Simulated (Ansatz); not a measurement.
# CH₂NSb: functionals against CCSD(T) at one geometry

The task here is to estimate one member of a computed series from the others.

The runs use Ansatz 0.2.0, Gaussian basis; single points in def2-TZVPP.

Cores are frozen in the correlated methods. Filled d shells of the heavier atoms are correlated. Core potentials replace the inner electrons past krypton, and spin-orbit coupling is left out.

**Where the work starts**

5 atoms, charge 0, spin multiplicity 1.

Atoms are counted from 1 here; the program's logs count them from 0.

Bond lengths: N1–C2 1.217 Å, C2–Sb3 2.099 Å, Sb3–H4 1.823 Å, Sb3–H5 1.665 Å. Angles: N1–C2–Sb3 175.5°, C2–Sb3–H4 82.1°, C2–Sb3–H5 84.4°, H4–Sb3–H5 81.3°.

Geometry (Å):

```mol
CH2NSb
  3D, bonds by distance, orders not assigned

  5  4  0  0  0  0  0  0  0  0999 V2000
    1.2132   -1.0322    1.4664 N   0  0
    0.6438   -0.6092    0.4772 C   0  0
   -0.2080    0.2206   -1.2527 Sb  0  0
   -1.7558   -0.1288   -0.3546 H   0  0
   -0.2923    1.6141   -0.3452 H   0  0
  1  2  8  0
  2  3  8  0
  3  4  8  0
  3  5  8  0
M  END
```

The first run:

run/in.yaml reads:

```yaml
crystal:
  periodic: [false, false, false]
  atoms:
    - {symbol: N, position_ang: [1.213200, -1.032200, 1.466400]}
    - {symbol: C, position_ang: [0.643800, -0.609200, 0.477200]}
    - {symbol: Sb, position_ang: [-0.208000, 0.220600, -1.252700]}
    - {symbol: H, position_ang: [-1.755800, -0.128800, -0.354600]}
    - {symbol: H, position_ang: [-0.292300, 1.614100, -0.345200]}
basis:
  gaussian: {orbitals: def2-TZVPP}
correlation: {method: ccsd_t}
output: {forces: true}
```

The command line of these runs was not kept.

Among the steps run: CCSD(T)/def2-TZVPP; PBE0-D4/def2-TZVPP; wB97M-V/def2-TZVPP; r2SCAN-D4/def2-TZVPP; PBE-D4/def2-TZVPP; CAM-B3LYP-D4/def2-TZVPP; HSE06-D4/def2-TZVPP.

One table of the session follows, with a row left open; its other results are not shown here.

```
      method  RMS force component (eV/Å)  angle to CCSD(T) forces (°)  dipole (D)
     CCSD(T)                       1.945                    reference        4.52
     PBE0-D4                       2.496                          5.4        4.68
     wB97M-V                       2.636                          4.8        4.75
   r2SCAN-D4                       2.267                          4.6        4.61
      PBE-D4                       1.934                          6.9        4.53
CAM-B3LYP-D4                       2.753                          5.6        4.83
    HSE06-D4                           ?                            ?           ?
```

**Question.** Estimate the row for HSE06-D4.

As computed: RMS force component (eV/Å): 2.477; angle to CCSD(T) forces (°): 5.4; dipole (D): 4.67. In the column «RMS force component (eV/Å)» it lies between r2SCAN-D4 (2.267) and PBE0-D4 (2.496).
